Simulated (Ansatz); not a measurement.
**Ni (Fm-3m): energies of magnetic orders**

One table from this session's results is given with a row withheld; the runs are named, their logs left out.

Method: DFT PBE, scalar-relativistic, plane waves, PAW, in Ansatz 0.2.0.

### The structure to begin with

The structure is cubic, space group Fm-3m (No. 225). Conventional cell: a = 3.519 Å, b = 3.519 Å, c = 3.519 Å, α = 90.00°, β = 90.00°, γ = 90.00°. Ni (site symmetry m-3m) is surrounded by 12 Ni at 2.49 Å.

Coordinates:

```xyz
1
Lattice="0.0000 1.7593 1.7593 1.7593 0.0000 1.7593 1.7593 1.7593 0.0000" Properties=species:S:1:pos:R:3 pbc="T T T"
Ni    0.0000    0.0000    0.0000
```

This cell comes from an earlier session at PBE: 10.891 Å³/atom at 0.00 GPa, on a 22×22×22 mesh.

Set-up of the first run:

Contents of input.yaml:

```yaml
crystal:
  lattice:
    - [0.0, 1.7593096198, -1.7593096198]
    - [0.0, 1.7593096198, 1.7593096198]
    - [3.5186192396, 0.0, 0.0]
  atoms:
    - { symbol: Ni, position: [0.0, 0.0, 0.0], spin: 0.8 }
    - { symbol: Ni, position: [0.5, 0.5, 0.5], spin: 0.8 }
basis:
  ecutwfc: 420
  ecutrho_ratio: 4
kpoints:
  mp_grid: { grid: [14, 14, 10] }
hamiltonian:
  xc: pbe
scf:
  occupations: { method: gaussian, width: 0.05 }
  lower_state_search: "off"
output:
  forces: true
  stress: true
  eigenvalues: true
  populations: true
magnetization:
  spin_polarized: true
```

Command:

```sh
> ansatz run input.yaml --threads 1 --pin off --max-ram 2560MiB --backend cpu --events-out ev --progress --plain --runs-dir out
```

Steps of the session up to this table: Ferromagnetic, larger cell; Antiferromagnetic, propagation vector (1, 0, 0); Antiferromagnetic, propagation vector (1/2, 1/2, -1/2); No spin polarisation.

One of the session's tables, all rows but one given; the rest of the session is left out.

It belongs to the step «The orders side by side». 

```
                                                 order  above the lowest (meV/atom)  largest moment (μB)  pressure (GPa)
                                         ferromagnetic                          0.0                 0.69             0.0
       antiferromagnetic, propagation vector (1, 0, 0)                         58.0                 0.20            -1.0
antiferromagnetic, propagation vector (1/2, 1/2, -1/2)                            ?                    ?               ?
                                  no spin polarisation                         63.0                 0.00            -1.3
```

**Question.** Estimate the row for antiferromagnetic, propagation vector (1/2, 1/2, -1/2).

**Answer.** above the lowest (meV/atom): 57.1; largest moment (μB): 0.30; pressure (GPa): -0.8. In the column «above the lowest (meV/atom)» it lies between ferromagnetic (0.0) and antiferromagnetic, propagation vector (1, 0, 0) (58.0).

The first row is the run of the earlier session that started with parallel moments (-5839.7215 eV/atom).

To keep in mind: Only these orders were tried, at zero temperature; the one found in experiment may not be among them.
